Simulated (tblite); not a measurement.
# C5H7BrNO2: the cost of one run

Computed with tblite 0.8.0 and PySCF 2.14.0, with density-fitted response routines of our own, on a single molecule in the gas phase. Atoms are numbered from 0 throughout.

### Step 1. Starting geometry

16 atoms, charge 1, multiplicity 1; geometry from: force field or distance geometry start.

Bonds of the start (Å): C0–O1 1.41, O1–C2 1.44, C2–N3 1.43, N3–C4 1.38, C4–C5 1.38, C5–O6 1.38, O6–C7 1.37, C7–Br8 1.93, C7–N3 1.32, C0–H9 1.10, C0–H10 1.10, C0–H11 1.09, C2–H12 1.10, C2–H13 1.09, C4–H14 1.09, C5–H15 1.09.

### Step 2. Geometry optimisation with GFN2-xTB

Job settings and geometry (Å):

```
{"job": {"kind": "relax", "xc": "GFN2-xTB", "basis": "xTB"}, "charge": 1, "multiplicity": 1}
C     -2.583600     0.501100    -0.621200
O     -1.176900     0.413400    -0.603800
C     -0.692400    -0.111900     0.643000
N      0.727500    -0.211400     0.540200
C      1.637800     0.744800     0.947700
C      2.892400     0.251900     0.637200
O      2.780600    -0.988800     0.052000
C      1.429200    -1.200200     0.024200
Br     0.698800    -2.809800    -0.744200
H     -2.949000     1.172500     0.174400
H     -3.045800    -0.488300    -0.507100
H     -2.895200     0.911800    -1.586400
H     -1.153500    -1.083300     0.865700
H     -0.955100     0.577600     1.451900
H      1.371200     1.705200     1.387200
H      3.906300     0.624500     0.763900
```

Started as:

```console
OMP_NUM_THREADS=1 python probes_run.py task.json out
```

The driver reads the jobs from task.json and runs them one after another.

**Question.** How long does this first job take on 1 thread of Intel Xeon Platinum 8259CL at 2.50GHz, shared host, and how much memory does it need?

About 1.7 s, with a peak of 0.18 GiB.
